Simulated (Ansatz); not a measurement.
**H2NO (SMILES N[O]) at UCAM-B3LYP/STO-3G**

Aim: the electronic atomisation energy of H2NO at UCAM-B3LYP/STO-3G, from 4 runs. 

Program for the calculation: Ansatz 0.2.0.

54 further runs of the same task are left out: 4 that didn't finish, 50 set aside as unsound or not needed.

### Step 1. The molecule

H2NO has 4 atoms, charge 0, and is taken as a doublet. SMILES: `N[O]`. The shape is that of a GFN2-xTB optimisation.

Bond lengths: N1–O2 1.277 Å, N1–H3 1.017 Å, N1–H4 1.017 Å. Angles: O2–N1–H3 118.4°, O2–N1–H4 118.4°, H3–N1–H4 119.4°.

### Step 2. The energy at UCAM-B3LYP/STO-3G

Contents of molecule.yaml:

```yaml
crystal:
  periodic: [false, false, false]
  atoms:
    - {symbol: "N", position_ang: [-0.015110, 0.041110, -0.107550]}
    - {symbol: O, position_ang: [0.804330, 0.357230, 0.819800]}
    - {symbol: H, position_ang: [-0.968410, 0.390510, -0.050090]}
    - {symbol: H, position_ang: [0.179190, -0.788850, -0.662160]}
basis:
  gaussian:
    orbitals: STO-3G
magnetization:
  spin_polarized: true
  initial_magnetization: 1
accuracy: high
hamiltonian:
  xc: {name: CAM-B3LYP}
```

On the command line:

```bash
$ ansatz run molecule.yaml --threads 1 --pin off --max-ram 2610MiB --events-out events.jsonl --progress --plain --runs-dir runs
```

The log of the run:

```text
Warning: RAYON_NUM_THREADS=1 ignored (pool sized by the plan → 1); use --threads N
Functional definition: CAM-B3LYP
  name "CAM-B3LYP"
  parameter alpha = 0.19
  parameter beta = 0.46
  parameter omega = 0.33/bohr
  parameter ac = 0.81
  exchange = (1 - alpha - beta)*b88_x + beta*b88_x_sr(omega) + alpha*exact_x + beta*exact_x_lr(omega)
  correlation = (1 - ac)*vwn5_c + ac*lyp_c
188 factors; integrals over basis functions are off by at most 1.2e-8 eV
111 factors; integrals over basis functions are off by at most 6.8e-10 eV
mean field evaluation 1: about -3514.6959 eV, gradient 1.6e1 eV
mean field evaluation 2: about -3515.1741 eV, gradient 1.7e1 eV
mean field evaluation 4: about -3516.6401 eV, gradient 5.8e-1 eV
mean field evaluation 8: about -3516.6395 eV, gradient 4.5e-3 eV
mean field evaluation 16: about -3516.6395 eV, gradient 9.3e-7 eV
mean field -3516.63946858 eV, -129.2341168063 hartree, gradient 2.6e-8 eV, S^2 0.750700; 0 other end points of the search recorded, 0 dependent functions left out
reference -3516.63947880 eV, -129.2341171819 hartree; 9, 8 occupied and 3, 4 virtual orbitals, 188 factors
Total energy: -3516.63947880 eV, -129.2341171819 hartree
```

Run time: 1 s. Hardware: 1 thread of Arm Neoverse V2, shared host; peak memory 0.1 GiB.

### Step 3. The H atom, same level

Contents of run.yaml:

```yaml
basis:
  gaussian:
    orbitals: STO-3G
crystal:
  periodic: [false, false, false]
  atoms:
    - {symbol: H, position_ang: [0.000000, 0.000000, 0.000000]}
magnetization:
  spin_polarized: true
  initial_magnetization: 1
hamiltonian:
  xc: {name: CAM-B3LYP}
accuracy: high
```

Run the same way, it converges to -0.46260 Eh (log not shown).

### Step 4. The N atom

Contents of in.yaml:

```yaml
crystal:
  periodic: [false, false, false]
  atoms:
    - {symbol: "N", position_ang: [0.000000, 0.000000, 0.000000]}
basis:
  gaussian:
    orbitals: STO-3G
magnetization:
  spin_polarized: true
  initial_magnetization: 3
hamiltonian:
  xc: {name: CAM-B3LYP}
accuracy: high
```

On the command line:

```bash
$ ansatz run in.yaml --threads 1 --pin off --max-ram 2610MiB --events-out events.jsonl --progress --plain --runs-dir runs
```

The log of the run, cut to the lines that bear on the results:

```text
Warning: RAYON_NUM_THREADS=1 ignored (pool sized by the plan → 1); use --threads N
[... 8 set-up lines as earlier in the session ...]
15 factors; integrals over basis functions are off by at most 1.1e-9 eV
15 factors; integrals over basis functions are off by at most 3.5e-10 eV
mean field evaluation 1: about -1465.6661 eV, gradient 1.5e-9 eV
mean field evaluation 2: about -1465.6661 eV, gradient 9.3e-10 eV
mean field -1465.66612895 eV, -53.8622367749 hartree, gradient 0.0e0 eV, S^2 3.750000; 0 other end points of the search recorded, 0 dependent functions left out
reference -1465.66613565 eV, -53.8622370211 hartree; 5, 2 occupied and 0, 3 virtual orbitals, 15 factors
Total energy: -1465.66613565 eV, -53.8622370211 hartree
```

Wall time 0.18 s (1 thread of Arm Neoverse V2, shared host).

### Step 5. The O atom at the same level

Contents of in.yaml:

```yaml
crystal:
  periodic: [false, false, false]
  atoms:
    - {symbol: O, position_ang: [0.000000, 0.000000, 0.000000]}
basis:
  gaussian:
    orbitals: STO-3G
total_charge: 0
magnetization:
  spin_polarized: true
  initial_magnetization: 2
hamiltonian:
  xc: {name: CAM-B3LYP}
accuracy: high
```

Run the same way, it converges to -74.00745 Eh (log not shown).

### Step 6. Outcome

At UCAM-B3LYP/STO-3G:

| quantity | value |
| --- | --- |
| molecule: total energy | -129.23412 Eh |
| molecule: ⟨S²⟩ | 0.751 |
| H atom: total energy | -0.46260 Eh |
| H atom: ⟨S²⟩ | 0.750 |
| N atom: total energy | -53.86224 Eh |
| N atom: ⟨S²⟩ | 3.750 |
| O atom: total energy | -74.00745 Eh |
| O atom: ⟨S²⟩ | 2.000 |
| electronic atomisation energy | 11.952 eV |

What this shows: Taking the molecule apart into free atoms costs 11.95 eV (276 kcal/mol), before zero-point energy and without spin-orbit coupling. In a minimal basis such a difference can be off by several eV, whatever the method.
